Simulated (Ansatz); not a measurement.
Write a Python script for the Python package of Ansatz (0.2.0) that makes a rigid scan of one bond length of C2H5FGe, SMILES F[CH]1[CH2][GeH2]1. Settings (for the species named): MP2, def2-SVP basis, multiplicity 1.

| atom | x (Å) | y (Å) | z (Å) |
| --- | --- | --- | --- |
| F | 0.6223 | -0.4389 | -1.9043 |
| C | 0.0422 | 0.3990 | -0.9168 |
| C | 0.7351 | 0.3035 | 0.3369 |
| Ge | -0.9007 | -0.6217 | 0.4150 |
| H | -0.3540 | 1.3947 | -1.1995 |
| H | 1.6442 | -0.3640 | 0.3365 |
| H | 0.8210 | 1.2469 | 0.9402 |
| H | -1.8434 | 0.1671 | 1.3953 |
| H | -0.6782 | -2.1329 | 0.5797 |

Script `scan_c2h5fge.py`:
```python
"""Stretching a bond of C2H5FGe, the rest held rigid."""

import logging
import sys

import ansatz as az
import numpy as np

logging.basicConfig(stream=sys.stdout, format="%(levelname)s %(message)s")
logger = logging.getLogger("ansatz_job")
logger.setLevel(logging.INFO)

GEOMETRY = """
F     0.62230   -0.43890   -1.90430
C     0.04220    0.39900   -0.91680
C     0.73510    0.30350    0.33690
Ge   -0.90070   -0.62170    0.41500
H    -0.35400    1.39470   -1.19950
H     1.64420   -0.36400    0.33650
H     0.82100    1.24690    0.94020
H    -1.84340    0.16710    1.39530
H    -0.67820   -2.13290    0.57970
"""

mol = az.Crystal.molecule()
for line in GEOMETRY.strip().splitlines():
    symbol, *xyz = line.split()
    mol = mol.atom(symbol, [float(v) for v in xyz])

symbols = [site.symbol for site in mol.cartesian_sites]
start = np.array([site.position_ang for site in mol.cartesian_sites])
axis = (start[6] - start[2]) / np.linalg.norm(start[6] - start[2])
moving = [6]
lengths, energies = [0.95, 1.03, 1.12, 1.24, 1.4, 1.68, 2.02, 2.47], []
for length in lengths:
    xyz = start.copy()
    xyz[moving] += (length - np.linalg.norm(start[6] - start[2])) * axis
    point = az.Crystal.molecule()
    for symbol, place in zip(symbols, xyz):
        point = point.atom(symbol, place.tolist())
    model = point.calculation()
    model = model.basis(gaussian="def2-SVP").correlation("mp2", electrons="valence")
    rep = model.run(threads=1, backend="cpu").report
    energies.append(rep["free_energy_ev"])
    logger.info(f"r = {length:6.3f} A  E = {energies[-1]:.5f} eV  <S^2> = {abs(rep['mean_field']['state']['spin_squared']):.3f}")

print("energy above the lowest point (eV):", [round(e - min(energies), 3) for e in energies])
```

```console
$ python scan_c2h5fge.py
INFO r =  0.950 A  E = -61324.34975 eV  <S^2> = 0.000
INFO r =  1.030 A  E = -61324.75777 eV  <S^2> = 0.000
INFO r =  1.120 A  E = -61324.82738 eV  <S^2> = 0.000
INFO r =  1.240 A  E = -61324.54678 eV  <S^2> = 0.000
INFO r =  1.400 A  E = -61323.85914 eV  <S^2> = 0.000
INFO r =  1.680 A  E = -61322.46967 eV  <S^2> = 0.000
INFO r =  2.020 A  E = -61321.02396 eV  <S^2> = 0.000
INFO r =  2.470 A  E = -61319.72857 eV  <S^2> = 0.000
energy above the lowest point (eV): [0.478, 0.07, 0.0, 0.281, 0.968, 2.358, 3.803, 5.099]
```

Caveats:
- The settings weren't tested for convergence.
- The rest of the molecule is held rigid at a force-field or estimated start geometry, and the basis set is modest; single-reference methods fail as a bond breaks.
- The orbitals are restricted, so S² is zero by construction.
- Toward dissociation an unrestricted state can lie under the restricted one, by tenths of an eV for polar bonds under a functional and by 1 to 2 eV or more for others.
- S² is that of the Hartree-Fock reference.
- Finished in 17 s on 1 thread of Arm Neoverse V1, on a shared host, peak memory 0.29 GiB.
